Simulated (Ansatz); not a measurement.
# C₂H₉NSi₂: one species, many methods

Aim: compute C₂H₉NSi₂ with functionals from several rungs and with coupled cluster, and see how far each lands from CCSD(T) at the basis-set limit for the atomisation energy.

Method: functionals in def2-TZVPP, the program's frozen cores in correlated methods; program: Ansatz 0.2.0, Gaussian basis.

Levels to be run: PBE-D4, r2SCAN-D4, PBE0-D4, B3LYP-D4, ωB97X-V, ωB97M-V, B2PLYP; CCSD(T)/def2-TZVPP; MP2/def2-QZVPP; extrapolation to the limit.

### Step 1. Structure used throughout

An earlier PBE0-D4 in a triple-zeta def2 set relaxation fixed the geometry.

14 atoms, charge 0, spin multiplicity 1.

Atoms are counted from 1 here; the program's logs count them from 0.

Bond lengths: C1–C2 1.500 Å, C1–H6 1.095 Å, C1–H7 1.091 Å, C1–H8 1.095 Å, C2–Si3 1.911 Å, C2–N4 1.266 Å, Si3–H9 1.490 Å, Si3–H10 1.484 Å, Si3–H11 1.484 Å, N4–Si5 1.733 Å, Si5–H12 1.484 Å, Si5–H13 1.484 Å, Si5–H14 1.495 Å. Angles: C2–C1–H6 109.9°, C2–C1–H7 112.3°, C2–C1–H8 109.9°, H6–C1–H7 109.3°, H6–C1–H8 106.2°, H7–C1–H8 109.2°, C1–C2–Si3 120.1°, C1–C2–N4 126.4°, Si3–C2–N4 113.5°, C2–Si3–H9 111.8°, C2–Si3–H10 108.4°, C2–Si3–H11 108.5°, H9–Si3–H10 109.0°, H9–Si3–H11 109.2°, H10–Si3–H11 109.9°, C2–N4–Si5 134.1°, N4–Si5–H12 106.7°, N4–Si5–H13 106.7° and more.

### Step 2. PBE-D4 (GGA)

in.yaml

```yaml
crystal:
  periodic: [false, false, false]
  atoms:
    - {symbol: C, position_ang: [-0.429771, 0.452370, 1.418826]}
    - {symbol: C, position_ang: [0.014950, -0.330621, 0.218798]}
    - {symbol: Si, position_ang: [0.386534, -2.198465, 0.377116]}
    - {symbol: N, position_ang: [0.188729, 0.121847, -0.950677]}
    - {symbol: Si, position_ang: [0.023548, 1.687039, -1.676098]}
    - {symbol: H, position_ang: [-1.350396, 0.020438, 1.824361]}
    - {symbol: H, position_ang: [-0.598082, 1.505036, 1.186324]}
    - {symbol: H, position_ang: [0.319741, 0.373697, 2.213058]}
    - {symbol: H, position_ang: [0.110041, -2.702423, 1.752168]}
    - {symbol: H, position_ang: [1.820173, -2.418809, 0.061580]}
    - {symbol: H, position_ang: [-0.463487, -2.932017, -0.592615]}
    - {symbol: H, position_ang: [1.351171, 2.039114, -2.238314]}
    - {symbol: H, position_ang: [-0.964920, 1.546198, -2.774112]}
    - {symbol: H, position_ang: [-0.420931, 2.807296, -0.791718]}
basis:
  gaussian: {orbitals: def2-TZVPP}
hamiltonian: {xc: pbe, dispersion: d4}
output: {forces: true, orbitals: {seedname: orbitals}}
```

Started as:

```sh
ansatz run in.yaml --threads 4 --pin off --events-out ev --progress --plain --max-ram 10444MiB
```

Further steps of the session: r2SCAN-D4 (meta-GGA); PBE0-D4 (hybrid); B3LYP-D4 (hybrid); ωB97X-V (range-separated); ωB97M-V (range-separated); B2PLYP (double hybrid); CCSD(T) in def2-TZVPP; MP2 in def2-QZVPP.

Q: Predict the results of all the runs planned. Wanted: atomisation energy, CCSD(T)/CBS; farthest; mean size of error, hybrid; mean size of error, range-separated; gap, smallest and largest; T1 diagnostic; triples share of the correlation energy.

As calculated:

| quantity | value |
| --- | --- |
| atomisation energy, CCSD(T)/CBS | 50.428 eV |
| functionals within 0.252 eV (0.5 %) | r2SCAN-D4, PBE0-D4, B3LYP-D4, ωB97M-V |
| farthest | PBE-D4 (+0.506 eV) |
| mean size of error, hybrid | 0.182 eV |
| mean size of error, range-separated | 0.241 eV |
| gap, smallest and largest | 3.14 eV (PBE-D4), 10.03 eV (ωB97X-V) |
| T1 diagnostic | 0.0133 |
| triples share of the correlation energy | 4.0 % |

What this shows: PBE-D4 is off by +0.506 eV. Double hybrids carry the basis error of their MP2 part in triple zeta, and no dispersion term here, so their miss is partly the set-up's. Misses under about 0.252 eV are within the doubt on the reference itself, which lacks core-valence correlation, relativity and higher excitations. Hartree-Fock recovers 74 % of the binding; the rest is correlation. The gap grows from 3.1 to 10.0 eV across the functionals, mostly with the share of exact exchange.
